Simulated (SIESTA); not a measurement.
The system is KLaZr2O6.

```xyz
10
Lattice="0.0000 4.1882 4.1882 4.1882 0.0000 4.1882 4.1882 4.1882 0.0000" Properties=species:S:1:pos:R:3 pbc="T T T"
La    0.0000    0.0000    0.0000
Zr    6.2822    6.2822    6.2822
Zr    2.0941    2.0941    2.0941
K     4.1882    4.1882    4.1882
O     2.0941    0.0000    2.0941
O     2.0941    4.1882    2.0941
O     0.0000    2.0941    2.0941
O     4.1882    2.0941    2.0941
O     2.0941    2.0941    0.0000
O     2.0941    2.0941    4.1882
```

The cell comes from a database or a generator and needn't be the stable form of this composition.

```yaml
Program: SIESTA 5.4.2
Task: single point
Functional: PBE
Potentials_or_basis: PseudoDojo 0.4 standard (PBE files)
Basis: DZP (energy shift 0.003 Ry; two zetas on semicore shells; d shell added on K)
Grid_cutoff: 800 Ry
Energy_shift: 0.003 Ry
k_mesh: 6 × 6 × 6
Occupations: fermi-dirac, width 0.05 eV
Spin: no spin polarisation
```

On this cell: pressure 0.4 GPa; largest force zero by symmetry; band gap on the k mesh 2.48 eV, direct.

The same run follows on a disturbed copy (atoms moved at random, drawn with an rms of 0.05 Å):

```xyz
10
Lattice="0.0000 4.1882 4.1882 4.1882 0.0000 4.1882 4.1882 4.1882 0.0000" Properties=species:S:1:pos:R:3 pbc="T T T"
La   -0.0195    0.0435   -0.0552
Zr    6.3222    6.2930    6.3404
Zr    2.1087    2.1024    2.0879
K     4.1917    4.1930    4.1969
O     2.0636   -0.0047    2.0518
O     2.0824    4.1599    2.0626
O    -0.0374    2.0386    2.0642
O     4.2504    2.1486    2.1460
O     2.0835    2.0869    0.0595
O     2.1236    2.1072    4.2004
```

Question: What changes?

Answer: The energy moves by +18.9 meV/atom; pressure 0.8 GPa; largest force 1.285 eV/Å; band gap on the k mesh 2.36 eV, direct.

Forces in eV/Å, atoms in the order of the input:
```
La   0.202  0.272  0.489
Zr  -0.751 -0.166 -1.029
Zr   0.201 -0.126  1.072
K    0.024 -0.017 -0.026
O    0.387  0.179  0.300
O   -0.229  0.546  0.171
O    1.166  0.120  0.181
O   -1.112 -0.508  0.027
O    0.178 -0.028 -1.032
O   -0.068 -0.267 -0.151
```

Stress tensor (GPa, compression positive):
```
 1.05  0.54 -0.02
 0.54  0.47  0.17
-0.02  0.17  0.89
```

Caveats: spin-orbit coupling is left out, which moves the levels of the heavy elements; the basis of atomic orbitals isn't converged, which shifts pressures, moduli and gaps.

A k mesh can miss the band edges.
